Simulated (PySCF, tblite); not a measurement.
**C6H5F2O−: a rotation path, then NMR shifts on frames**

Aim: move C6H5F2O− (`FC(F)Oc1cc[cH-]c1`) away from its starting geometry and see how NMR shifts follow the geometry.

Computed with tblite 0.8.0 and PySCF 2.14.0, with density-fitted response routines of our own, on a single molecule in the gas phase. Atoms count from 0, in the outputs and in this text.

## Step 1: The molecule as given

14 atoms, charge -1, multiplicity 1; geometry from: GFN2-xTB.

Bonds of the start (Å): F0–C1 1.39, C1–F2 1.38, C1–O3 1.30, O3–C4 1.45, C4–C5 1.39, C5–C6 1.39, C6–C7 1.39, C7–C8 1.39, C8–C4 1.39, C1–H9 1.11, C5–H10 1.08, C6–H11 1.08, C7–H12 1.08, C8–H13 1.08.

## Step 2: The rotation path with GFN2-xTB

What the job is given:

```
{"job": {"kind": "neb", "xc": "GFN2-xTB", "basis": "xTB", "atoms": [8, 4, 3, 1], "turn": 180}, "charge": -1, "multiplicity": 1}
F      2.906439    -0.910954     1.374796
C      2.207964    -0.042551     0.547641
F      3.238214     0.689361    -0.016151
O      1.498681    -0.674646    -0.344184
C      0.093753    -0.316664    -0.342587
C     -0.953665    -1.213199    -0.162092
C     -2.129724    -0.464630    -0.205294
C     -1.796532     0.874199    -0.390879
C     -0.408065     0.975579    -0.472937
H      1.654314     0.649396     1.207889
H     -0.862661    -2.279772    -0.033291
H     -3.130916    -0.861412    -0.106936
H     -2.491522     1.699878    -0.460528
H      0.173042     1.874942    -0.617613
```

With the program's defaults for keys left out, this is: GFN2-xTB climbing-image nudged elastic band, gas phase.

Started as:

```
> OMP_NUM_THREADS=1 python probes_run.py task.json out
```

The driver reads the jobs from task.json and runs them one after another.

The program printed:

```text
image   E - E0 / eV
  0       0.0000
  1       0.0058
  2       0.0049
  3       0.0015
  4       0.0262
  5       0.0626
  6       0.0554
  7       0.0170
  8       0.0002
```

Run time: 7.7 s. Hardware: 1 thread of Intel Xeon at 2.50GHz, shared host; peak memory 0.18 GiB.

The final band, with the dihedral C8–C4–O3–C1:

| image | dihedral (°) | energy (eV) | energy (kcal/mol) |
| --- | --- | --- | --- |
| 0 | 55 | 0.000 | 0.0 |
| 1 | 77 | 0.006 | 0.1 |
| 2 | 100 | 0.005 | 0.1 |
| 3 | 123 | 0.002 | 0.0 |
| 4 | 147 | 0.026 | 0.6 |
| 5 | 170 | 0.063 | 1.4 |
| 6 | 191 | 0.055 | 1.3 |
| 7 | 214 | 0.017 | 0.4 |
| 8 | 236 | 0.000 | 0.0 |

## Step 3: NMR shieldings: image 0, PBE0/pcSseg-1

What the job is given:

```
{"job": {"kind": "nmr", "xc": "PBE0", "basis": "pcSseg-1", "pop": false}, "charge": -1, "multiplicity": 1}
F      2.906400    -0.911000     1.374800
C      2.208000    -0.042600     0.547600
F      3.238200     0.689400    -0.016200
O      1.498700    -0.674600    -0.344200
C      0.093800    -0.316700    -0.342600
C     -0.953700    -1.213200    -0.162100
C     -2.129700    -0.464600    -0.205300
C     -1.796500     0.874200    -0.390900
C     -0.408100     0.975600    -0.472900
H      1.654300     0.649400     1.207900
H     -0.862700    -2.279800    -0.033300
H     -3.130900    -0.861400    -0.106900
H     -2.491500     1.699900    -0.460500
H      0.173000     1.874900    -0.617600
```

Level: GIAO PBE0/pcSseg-1 NMR shielding, non-relativistic, gas phase.

The program printed:

```text
coarse grid: 12880 points
cycle   1  E = -505.6929994368  dE =  1.689e+00  |g| = 9.775e-01  |ddm| = 3.544e+00
cycle   2  E = -505.5485952140  dE =  1.444e-01  |g| = 1.351e+00  |ddm| = 1.726e+00
cycle   3  E = -505.8863702259  dE = -3.378e-01  |g| = 7.832e-02  |ddm| = 1.000e+00
cycle   4  E = -505.8870406538  dE = -6.704e-04  |g| = 5.971e-02  |ddm| = 1.331e-01
cycle   5  E = -505.8878289272  dE = -7.883e-04  |g| = 1.229e-02  |ddm| = 6.167e-02
cycle   6  E = -505.8878592217  dE = -3.029e-05  |g| = 4.215e-03  |ddm| = 1.262e-02
cycle   7  E = -505.8878630533  dE = -3.832e-06  |g| = 8.732e-04  |ddm| = 4.173e-03
final grid: 128528 points
cycle   8  E = -505.9656742219  dE = -3.525e-05  |g| = 1.232e-02  |ddm| = 3.517e-02
cycle   9  E = -505.9656455645  dE =  2.866e-05  |g| = 1.766e-02  |ddm| = 2.290e-02
cycle  10  E = -505.9657041414  dE = -5.858e-05  |g| = 1.244e-03  |ddm| = 1.339e-02
cycle  11  E = -505.9657044404  dE = -2.990e-07  |g| = 3.815e-04  |ddm| = 1.338e-03
cycle  12  E = -505.9657044640  dE = -2.358e-08  |g| = 1.141e-04  |ddm| = 3.598e-04
cycle  13  E = -505.9657044664  dE = -2.412e-09  |g| = 3.957e-05  |ddm| = 1.237e-04
cycle  14  E = -505.9657044668  dE = -3.570e-10  |g| = 1.102e-05  |ddm| = 4.666e-05
converged SCF energy = -505.9657044668

GIAO shielding tensors (ppm)
atom      isotropic    diamagn.    paramagn.     s11        s22        s33       span
  0 F      255.745     471.674    -215.928    145.608    258.848    362.779    217.171
  1 C       54.064     244.546    -190.482     35.305     48.675     78.212     42.907
  2 F      256.856     472.103    -215.247    146.405    262.913    361.250    214.845
  3 O      191.266     401.425    -210.159    139.046    190.478    244.275    105.229
  4 C       37.531     252.318    -214.788     -3.164     42.531     73.225     76.389
  5 C       95.214     250.572    -155.359     34.307     93.208    158.126    123.819
  6 C       89.372     253.306    -163.934     12.164     92.104    163.849    151.685
  7 C       89.109     252.900    -163.791     11.433     91.630    164.262    152.829
  8 C       98.751     252.604    -153.853     40.457     97.189    158.608    118.151
  9 H       24.944      29.393      -4.450     22.082     25.485     27.263      5.182
 10 H       26.299      32.604      -6.305     23.690     26.755     28.453      4.763
 11 H       26.516      31.991      -5.475     23.880     26.146     29.521      5.642
 12 H       26.459      32.135      -5.675     23.843     26.213     29.322      5.479
 13 H       26.589      33.058      -6.469     23.634     27.691     28.442      4.808
```

Wall time 71 s (1 thread of Intel Xeon at 2.50GHz, shared host); peak memory 0.8 GiB.

Shifts follow as δ = σ(reference) − σ, with reference shieldings (ppm) from runs at the same level and on the same kind of geometry: ¹H TMS 31.72, ¹³C TMS 186.9, ¹⁹F CFCl3 170.9, ¹⁷O H2O 336.1. The references are single molecules in the gas phase, so shifts against H2O, NH3, PH3, H3PO4 or CFCl3 are not on the usual liquid scales and can be off by tens of ppm. Each atom is listed at this fixed geometry, with no averaging over motion; a spectrum would average atoms that exchange fast.

| atoms | environment | σ (ppm) | δ (ppm) |
| --- | --- | --- | --- |
| C4 | aromatic carbon bearing oxygen | 37.5 | 149.4 |
| C1 | sp3 CH bonded to 2 F and O | 54.1 | 132.9 |
| C7 | aromatic CH | 89.1 | 97.8 |
| C6 | aromatic CH | 89.4 | 97.6 |
| C5 | aromatic CH | 95.2 | 91.7 |
| C8 | aromatic CH | 98.8 | 88.2 |
| H9 | hydrogen on an sp3 CH bonded to 2 F and O | 24.94 | 6.77 |
| H10 | hydrogen on an aromatic CH | 26.30 | 5.42 |
| H12 | hydrogen on an aromatic CH | 26.46 | 5.26 |
| H11 | hydrogen on an aromatic CH | 26.52 | 5.20 |
| H13 | hydrogen on an aromatic CH | 26.59 | 5.13 |
| F0 | fluorine of a CF2 group | 255.7 | -84.8 |
| F2 | fluorine of a CF2 group | 256.9 | -85.9 |
| O3 | ether oxygen | 191.3 | 144.8 |

Ring of atoms C4, C5, C6, C7, C8: NICS(0) -16.6, NICS(1) -11.8, NICS(1)zz -31.4 ppm (means of both faces).

The fields below are evaluated on a grid from the run's orbitals.

Frontier orbitals at PBE0/pcSseg-1, with the share of their density that lies nearest to each atom:

| orbital | energy (eV) | lies on |
| --- | --- | --- |
| HOMO | -0.55 | C4 31 %; C6, C7 about 22 % each; C5 7 % |
| LUMO | 6.03 | H9, H13 about 24 % each; H12 13 %; H11 10 % |

ELF in a plane through or near 7 of the atoms.

Ten even steps from '0' (0.00) to '9' (1.00):
```
0000000000000000000000000000
0000000000000000000000000000
0000000000000000000000000000
0000000000000179960000000000
0000000000000499992000000000
0000011100000399981000000000
0000144300320169861035630000
0000366412761362677589982000
0000244336874586384499982000
0000002326766214143466520000
0001467733423685258841000000
0002785742002622831641000000
0001588840004723854886100000
0000145520039997337999600000
0000001100069997005999500000
0000000000038993000453000000
0000000000002430000000000000
0000000000000000000000000000
0000000000000000000000000000
0000000000000000000000000000
```
The map spans 11.6 Å across and 9.7 Å up, centred on the molecule. Atoms in the plane (x, y in Å): C4 (0.0, 0.3), C5 (1.0, 1.2), C6 (2.1, 0.5), C7 (1.8, -0.9), C8 (0.5, -1.0), H10 (0.9, 2.3), H13 (-0.1, -2.0).

On the surface of density 0.002 e/bohr³ the electrostatic potential runs, from the 1st to the 99th percentile, from -5.76 V near C7 to -2.59 V near H9.

## Step 4: Shielding tensors: image 2, PBE0/pcSseg-1

What the job is given:

```
{"job": {"kind": "nmr", "xc": "PBE0", "basis": "pcSseg-1", "pop": false}, "charge": -1, "multiplicity": 1}
F      2.948600    -1.331600     0.886500
C      2.172000    -0.220000     0.615900
F      3.118500     0.794700     0.644600
O      1.567900    -0.308100    -0.536700
C      0.136000    -0.097500    -0.461800
C     -0.789100    -1.028800     0.004200
C     -2.038400    -0.413400    -0.056700
C     -1.869400     0.882100    -0.539800
C     -0.513300     1.091100    -0.783100
H      1.520500    -0.066500     1.495800
H     -0.573900    -2.033800     0.336400
H     -2.978300    -0.867200     0.227300
H     -2.654000     1.610700    -0.693300
H     -0.047700     1.987800    -1.161300
```

Method: GIAO PBE0/pcSseg-1 NMR shielding, non-relativistic, gas phase.

The program printed:

```text
coarse grid: 12880 points
cycle   1  E = -505.6948342708  dE =  1.682e+00  |g| = 9.761e-01  |ddm| = 3.538e+00
cycle   2  E = -505.5544015333  dE =  1.404e-01  |g| = 1.344e+00  |ddm| = 1.685e+00
cycle   3  E = -505.8875256542  dE = -3.331e-01  |g| = 7.775e-02  |ddm| = 9.628e-01
cycle   4  E = -505.8882000899  dE = -6.744e-04  |g| = 5.870e-02  |ddm| = 1.302e-01
cycle   5  E = -505.8889557121  dE = -7.556e-04  |g| = 1.236e-02  |ddm| = 6.071e-02
cycle   6  E = -505.8889863128  dE = -3.060e-05  |g| = 4.274e-03  |ddm| = 1.285e-02
cycle   7  E = -505.8889902771  dE = -3.964e-06  |g| = 8.519e-04  |ddm| = 4.210e-03
final grid: 128528 points
cycle   8  E = -505.9666271032  dE = -3.517e-05  |g| = 1.228e-02  |ddm| = 3.335e-02
cycle   9  E = -505.9665987846  dE =  2.832e-05  |g| = 1.760e-02  |ddm| = 2.256e-02
cycle  10  E = -505.9666565133  dE = -5.773e-05  |g| = 1.212e-03  |ddm| = 1.331e-02
cycle  11  E = -505.9666567952  dE = -2.818e-07  |g| = 3.836e-04  |ddm| = 1.320e-03
cycle  12  E = -505.9666568191  dE = -2.391e-08  |g| = 1.141e-04  |ddm| = 3.623e-04
cycle  13  E = -505.9666568215  dE = -2.416e-09  |g| = 3.817e-05  |ddm| = 1.220e-04
cycle  14  E = -505.9666568218  dE = -3.306e-10  |g| = 1.118e-05  |ddm| = 4.578e-05
converged SCF energy = -505.9666568218

GIAO shielding tensors (ppm)
atom      isotropic    diamagn.    paramagn.     s11        s22        s33       span
  0 F      258.066     471.592    -213.526    148.303    264.693    361.202    212.899
  1 C       54.525     244.571    -190.045     35.030     49.941     78.605     43.575
  2 F      256.017     472.114    -216.097    146.921    256.771    364.358    217.437
  3 O      193.834     401.619    -207.785    143.651    190.764    247.087    103.436
  4 C       38.333     252.090    -213.757     -2.196     44.619     72.575     74.771
  5 C       96.376     251.474    -155.099     36.640     95.113    157.373    120.733
  6 C       88.676     253.344    -164.668     10.893     91.091    164.045    153.152
  7 C       88.992     253.523    -164.531     11.554     91.394    164.028    152.474
  8 C       93.757     250.896    -157.139     31.185     92.670    157.415    126.230
  9 H       25.157      29.253      -4.096     23.158     25.571     26.741      3.584
 10 H       26.446      32.891      -6.445     23.772     27.187     28.379      4.607
 11 H       26.452      32.111      -5.659     23.865     26.175     29.316      5.451
 12 H       26.490      32.063      -5.573     23.881     26.167     29.423      5.542
 13 H       26.285      32.808      -6.523     23.752     26.837     28.265      4.513
```

Run time: 53 s. Hardware: 1 thread of Intel Xeon at 2.50GHz, shared host; peak memory 0.79 GiB.

This run: δ C4 148.6, C1 132.4, C6 98.2, C7 97.9, H9 6.56, H13 5.43 ppm.

[end of part 1 of 2]
